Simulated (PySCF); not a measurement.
# AlBrH2: the cost of one run

The runs use PySCF 2.14.0, with density-fitted response routines of our own; the level of theory stands in each step. All values are computed, except where a source is named. Atoms count from 0, in the outputs and in this text.

### 1 Starting geometry

4 atoms, charge 0, multiplicity 1; geometry from: GFN2-xTB. The atoms were then displaced at random by about 0.01 Å, so the start is not that level's minimum.

Bonds of the start (Å): Al0–Br1 2.22, Al0–H2 1.58, Al0–H3 1.50.

### 2 Geometry optimisation at PBE0-D3(BJ)/def2-SVP

The job: settings as JSON, then the geometry in Å.

```
{"job": {"xc": "PBE0", "basis": "def2-SVP", "d3": "d3bj", "grid": 1, "shake": 0.01, "kind": "geom"}, "charge": 0, "multiplicity": 1}
Al    -0.142850    -0.016760    -0.192830
Br     2.042930    -0.107610    -0.541750
H     -0.977130     1.249480    -0.627130
H     -0.884960    -1.150490     0.457070
```

Command:

```sh
$ OMP_NUM_THREADS=1 python probes_run.py task.json out
```

This one command runs all jobs of the session in turn.

Q: Estimate the wall time and peak memory of this first job on 1 thread of Arm Neoverse V1, shared host.

About 5.9 s, with a peak of 0.28 GiB.
